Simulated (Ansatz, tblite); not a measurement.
# SnH3(nBu) (C4H12Sn): rung by rung

One table from this session's results is given with a row withheld; the runs are named, their logs left out.

Program: Ansatz 0.2.0, Gaussian basis. Level of theory: as each input shows. These are calculated values, not measurements.

The runs, in order: GFN1-xTB, GFN2-xTB, PBE-D4/def2-TZVP, r2SCAN-D4/def2-TZVP, BLYP-D4/def2-TZVP, HF/def2-TZVP, r2SCANh-D4/def2-TZVP, PBE-D4/def2-SVP, PBE0-D4/def2-SVP, PBE0-D4/def2-TZVPD, PBE-D4/def2-TZVPD, BLYP-D4/def2-TZVPD, CCSD(T)/def2-SVP, MP2/def2-TZVP, RPA/def2-TZVP.

3 further runs of the same task are left out: 3 set aside as unsound or not needed.

### The geometry

The singlet was relaxed beforehand with PBE-D4/def2-SVP.

17 atoms, charge 0, spin multiplicity 1.

Bond lengths: Sn1–H2 1.732 Å, Sn1–H3 1.732 Å, Sn1–H4 1.732 Å, Sn1–C5 2.181 Å, C5–C6 1.533 Å, C5–H9 1.111 Å, C5–H10 1.110 Å, C6–C7 1.539 Å, C6–H11 1.114 Å, C6–H12 1.112 Å, C7–C8 1.530 Å, C7–H13 1.112 Å, C7–H14 1.113 Å, C8–H15 1.109 Å, C8–H16 1.109 Å, C8–H17 1.111 Å. Angles: H2–Sn1–H3 108.9°, H2–Sn1–H4 108.9°, H2–Sn1–C5 110.8°, H3–Sn1–H4 108.5°, H3–Sn1–C5 109.7°, H4–Sn1–C5 109.9°, Sn1–C5–C6 113.6°, Sn1–C5–H9 106.8°, Sn1–C5–H10 106.5°, C6–C5–H9 111.0°, C6–C5–H10 111.8°, H9–C5–H10 106.7°, C5–C6–C7 114.3°, C5–C6–H11 109.8°, C5–C6–H12 109.6°, C7–C6–H11 108.8°, C7–C6–H12 108.5°, H11–C6–H12 105.6° and more.

Coordinates:

```xyz
17
C4H12Sn
Sn    1.3813    1.9389    1.6239
H     1.3762    1.9571    3.3554
H     3.0215    1.9729    1.0672
H     0.5741    3.3584    1.0462
C     0.3821    0.1549    0.8644
C     0.3560    0.0722   -0.6661
C    -0.3016   -1.2051   -1.2193
C    -1.7931   -1.3392   -0.9056
H     0.9090   -0.7200    1.3020
H    -0.6409    0.1596    1.2948
H    -0.1747    0.9586   -1.0827
H     1.3943    0.1334   -1.0599
H    -0.1558   -1.2267   -2.3215
H     0.2450   -2.0915   -0.8257
H    -2.2222   -2.2538   -1.3624
H    -1.9852   -1.3984    0.1854
H    -2.3659   -0.4714   -1.2961
```

Sn takes a core potential in the def2 sets. No spin-orbit coupling is included.

PBE0-D4/def2-TZVP was run before; its log isn't repeated, and its numbers join the tables.

Set-up of the first run:

Tight binding, by tblite at 300 K electronic temperature and without a spin-polarisation term:

```python
tblite.interface.Calculator('GFN1-xTB', numbers, positions, charge=0, uhf=0).singlepoint()
```

Tight binding, by tblite at 300 K electronic temperature and without a spin-polarisation term:

```python
tblite.interface.Calculator('GFN2-xTB', numbers, positions, charge=0, uhf=0).singlepoint()
```

start.molden holds the orbitals of an earlier run on this state, given as this run's starting guess.

The input, in.yaml:

```yaml
crystal:
  periodic: [false, false, false]
  atoms:
    - {symbol: Sn, position_ang: [1.381252, 1.938904, 1.623933]}
    - {symbol: H, position_ang: [1.376185, 1.957134, 3.355414]}
    - {symbol: H, position_ang: [3.021521, 1.972897, 1.067244]}
    - {symbol: H, position_ang: [0.574064, 3.358443, 1.046176]}
    - {symbol: C, position_ang: [0.382082, 0.154939, 0.864442]}
    - {symbol: C, position_ang: [0.356010, 0.072212, -0.666057]}
    - {symbol: C, position_ang: [-0.301573, -1.205094, -1.219335]}
    - {symbol: C, position_ang: [-1.793134, -1.339177, -0.905640]}
    - {symbol: H, position_ang: [0.909041, -0.720003, 1.302049]}
    - {symbol: H, position_ang: [-0.640855, 0.159566, 1.294820]}
    - {symbol: H, position_ang: [-0.174732, 0.958559, -1.082707]}
    - {symbol: H, position_ang: [1.394301, 0.133367, -1.059942]}
    - {symbol: H, position_ang: [-0.155817, -1.226684, -2.321541]}
    - {symbol: H, position_ang: [0.244985, -2.091530, -0.825722]}
    - {symbol: H, position_ang: [-2.222240, -2.253772, -1.362390]}
    - {symbol: H, position_ang: [-1.985169, -1.398387, 0.185447]}
    - {symbol: H, position_ang: [-2.365931, -0.471373, -1.296150]}
basis:
  gaussian: {orbitals: def2-TZVP, initial_orbitals: start.molden}
hamiltonian: {xc: pbe, dispersion: d4}
scf: {omitted_lower_state_checks: [starts]}
output: {orbitals: {seedname: orbitals}}
```

The run is started by

```sh
$ ansatz run in.yaml --threads 4 --pin off --events-out ev --progress --plain --max-ram 4787MiB
```

Among the steps run: PBE-D4/def2-TZVP; r2SCAN-D4/def2-TZVP; BLYP-D4/def2-TZVP; HF/def2-TZVP; r2SCANh-D4/def2-TZVP; PBE-D4/def2-SVP; PBE0-D4/def2-SVP; PBE0-D4/def2-TZVPD; PBE-D4/def2-TZVPD; BLYP-D4/def2-TZVPD; CCSD(T)/def2-SVP; MP2/def2-TZVP; RPA/def2-TZVP.

One table of the session follows, with a row left open; its other results are not shown here.

```
              method  binding an atom (eV)
         HF/def2-SVP                 2.800
        HF/def2-TZVP                 2.762
     PBE-D4/def2-SVP                     ?
    PBE-D4/def2-TZVP                 3.708
   PBE-D4/def2-TZVPD                 3.709
   BLYP-D4/def2-TZVP                 3.640
  BLYP-D4/def2-TZVPD                 3.641
 r2SCAN-D4/def2-TZVP                 3.669
r2SCANh-D4/def2-TZVP                 3.658
    PBE0-D4/def2-SVP                 3.704
   PBE0-D4/def2-TZVP                 3.677
  PBE0-D4/def2-TZVPD                 3.677
        MP2/def2-SVP                 3.521
       MP2/def2-TZVP                 3.542
       CCSD/def2-SVP                 3.501
    CCSD(T)/def2-SVP                 3.530
```

Estimate the missing values for PBE-D4/def2-SVP.

As computed: binding an atom (eV): 3.731. In the column «binding an atom (eV)» it is the highest.

Among the levels timed on like hardware and quicker than the yardstick, those that no quicker one beats, quickest first: PBE-D4/def2-SVP (1.7 s, +0.201 eV); PBE0-D4/def2-SVP (2.2 s, +0.174 eV); BLYP-D4/def2-TZVP (3 s, +0.110 eV); MP2/def2-TZVP (6 s, +0.011 eV).

Limits of these values: Free atoms were run apart at each level; binding is atoms less cluster, divided by the number of atoms, without zero-point or spin-orbit terms. The yardstick is in a double-zeta basis, so levels in larger sets aren't compared like for like. CCSD(T)/def2-SVP isn't at the basis-set limit; small misses against it rank nothing.
